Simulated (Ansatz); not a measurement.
**Cu3AsS4: densities and their differences**

For Cu3AsS4 at its listed geometry, this session asks how the density differs from that of free atoms, which states sit where, how charge passes between sublattices and how the density follows a moved atom.

Program: Ansatz 0.2.0. Level of theory: DFT r2SCAN, scalar-relativistic, plane waves, PAW. These are calculated values, not measurements.

**1. The system as given**

The structure is cubic, space group P-43m (No. 215). Conventional cell: a = 5.259 Å, b = 5.259 Å, c = 5.259 Å, α = 90.00°, β = 90.00°, γ = 90.00°. Around Cu (site symmetry -42m) lie 4 S at 2.27 Å. Around As (site symmetry -43m) lie 4 S at 2.30 Å. S (site symmetry 3m) is surrounded by 3 Cu at 2.27 Å and 1 As at 2.30 Å.

Coordinates:

```
Cu As S
1.0
     5.25921    0.00000    0.00000
     0.00000    5.25921    0.00000
     0.00000    0.00000    5.25921
Cu As S
3 1 4
Direct
  0.00000 0.50000 0.50000
  0.50000 0.50000 0.00000
  0.50000 0.00000 0.50000
  0.00000 0.00000 0.00000
  0.25268 0.74732 0.74732
  0.74732 0.74732 0.25268
  0.74732 0.25268 0.74732
  0.25268 0.25268 0.25268
```

The structure comes from the Materials Project (structure only).

**2. Self-consistent density**

File input.yaml:

```yaml
crystal:
  lattice:
    - [5.25920823, 0.0, 0.0]
    - [0.0, 5.25920823, 0.0]
    - [0.0, 0.0, 5.25920823]
  atoms:
    - { symbol: Cu, position: [0.0, 0.5, 0.5] }
    - { symbol: Cu, position: [0.5, 0.5, 0.0] }
    - { symbol: Cu, position: [0.5, 0.0, 0.5] }
    - { symbol: As, position: [0.0, 0.0, 0.0] }
    - { symbol: S, position: [0.25267768, 0.74732232, 0.74732232] }
    - { symbol: S, position: [0.74732232, 0.74732232, 0.25267768] }
    - { symbol: S, position: [0.74732232, 0.25267768, 0.74732232] }
    - { symbol: S, position: [0.25267768, 0.25267768, 0.25267768] }
basis:
  ecutwfc: 500
  fft_grid_basis: typed
kpoints:
  mp_grid: { grid: [6, 6, 6] }
hamiltonian:
  xc: r2scan
  pseudopotentials: { kind: paw }
scf:
  occupations: { method: gaussian, width: 0.05 }
output:
  forces: true
  stress: true
  eigenvalues: true
  bader: true
  write_density: true
  volumetric_format: npy
  elf: true
```

Started as:

```
$ ansatz run input.yaml --threads 2 --pin off --max-ram 4096MiB --backend cpu --events-out ev --progress --plain --runs-dir out
```

**4. Densities by energy window**

The windows are set from the levels of the base run, in eV from its Fermi level.

Edit input.yaml of step 2 so:

```diff
@@ -24,9 +24,28 @@
   occupations: { method: gaussian, width: 0.05 }
+  n_extra_bands: 8
 output:
   forces: true
-  stress: true
+  stress: false
   eigenvalues: true
-  bader: true
-  write_density: true
+  bader: false
+  write_density: false
   volumetric_format: npy
-  elf: true
+  band_densities:
+    - { e_range: [-0.25, 0.25] }
+    - { e_range: [-1.2, 0.0] }
+    - { e_range: [0.0, 1.2] }
+    - { e_range: [-3.53, -2.34] }
+    - { e_range: [-2.34, -1.17] }
+    - { e_range: [-3.54, 1.11] }
+    - { e_range: [-7.03, -4.06] }
+  dos:
+    e_range: [-30, 8]
+    de: 0.02
+    method: { smearing: { sigma: 0.03, scheme: gaussian } }
+    projected: { site_lists: { As: [As], Cu: [Cu], S: [S] } }
+checkpoint:
+  read: start.run
+  write: ck
+  compress: false
+  write_wavefunctions: false
+  write_every: 100000
```

**5. The crystal without its Cu atoms**

The atoms left keep their places in the same cell.

File input.yaml:

```yaml
crystal:
  lattice:
    - [5.25920823, 0.0, 0.0]
    - [0.0, 5.25920823, 0.0]
    - [0.0, 0.0, 5.25920823]
  atoms:
    - { symbol: As, position: [0.0, 0.0, 0.0], spin: 1.0 }
    - { symbol: S, position: [0.25267768, 0.74732232, 0.74732232], spin: 1.0 }
    - { symbol: S, position: [0.74732232, 0.74732232, 0.25267768], spin: 1.0 }
    - { symbol: S, position: [0.74732232, 0.25267768, 0.74732232], spin: 1.0 }
    - { symbol: S, position: [0.25267768, 0.25267768, 0.25267768], spin: 1.0 }
magnetization:
  spin_polarized: true
basis:
  ecutwfc: 500
  fft_grid_basis: typed
kpoints:
  mp_grid: { grid: [6, 6, 6] }
hamiltonian:
  xc: r2scan
  pseudopotentials: { kind: paw }
scf:
  occupations: { method: gaussian, width: 0.1 }
output:
  forces: true
  stress: true
  eigenvalues: true
  bader: true
  write_density: true
  volumetric_format: npy
  populations: true
```

**6. The Cu sublattice alone**

The atoms left keep their places in the same cell.

File input.yaml:

```yaml
crystal:
  lattice:
    - [5.25920823, 0.0, 0.0]
    - [0.0, 5.25920823, 0.0]
    - [0.0, 0.0, 5.25920823]
  atoms:
    - { symbol: Cu, position: [0.0, 0.5, 0.5], spin: 1.0 }
    - { symbol: Cu, position: [0.5, 0.5, 0.0], spin: 1.0 }
    - { symbol: Cu, position: [0.5, 0.0, 0.5], spin: 1.0 }
magnetization:
  spin_polarized: true
basis:
  ecutwfc: 500
  fft_grid_basis: typed
kpoints:
  mp_grid: { grid: [6, 6, 6] }
hamiltonian:
  xc: r2scan
  pseudopotentials: { kind: paw }
scf:
  occupations: { method: gaussian, width: 0.1 }
output:
  forces: true
  stress: true
  eigenvalues: true
  bader: true
  write_density: true
  volumetric_format: npy
  populations: true
```

**7. Moving Cu2 by 0.15 Å**

The shift is (0.091, 0.098, 0.067) Å; all periodic copies of the atom move with it.

Edit input.yaml of step 2 so:

```diff
@@ -7,3 +7,3 @@
     - { symbol: Cu, position: [0.0, 0.5, 0.5] }
-    - { symbol: Cu, position: [0.5, 0.5, 0.0] }
+    - { symbol: Cu, position: [0.5173783276, 0.5186497194, 0.0127926602] }
     - { symbol: Cu, position: [0.5, 0.0, 0.5] }
@@ -31,2 +31 @@
   volumetric_format: npy
-  elf: true
```

(Steps that only read results are left out.)

**Question.** What will these runs give? Wanted: gap on the mesh; pressure; Bader charges; the states at the Fermi level; stiffness against the shift of Cu2.

As calculated:

| quantity | value |
| --- | --- |
| gap on the mesh | none (metal) |
| pressure | 0.1 GPa |
| Bader charges | Cu +0.57, As +0.95, S -0.67 e |
| the states at the Fermi level | S 3p (50 %) and Cu 3d (45 %) |
| stiffness against the shift of Cu2 | 6.9 eV/Å² |

Cu–S (2.27 Å): Δρ is +0.1 e/Å³ at the midpoint. As–S (2.30 Å): Δρ is +0.14 e/Å³ at the midpoint, where it peaks: covalent bond charge. The small moment in this metal comes from r2SCAN alone, which enlarges such moments; no other functional was run here.
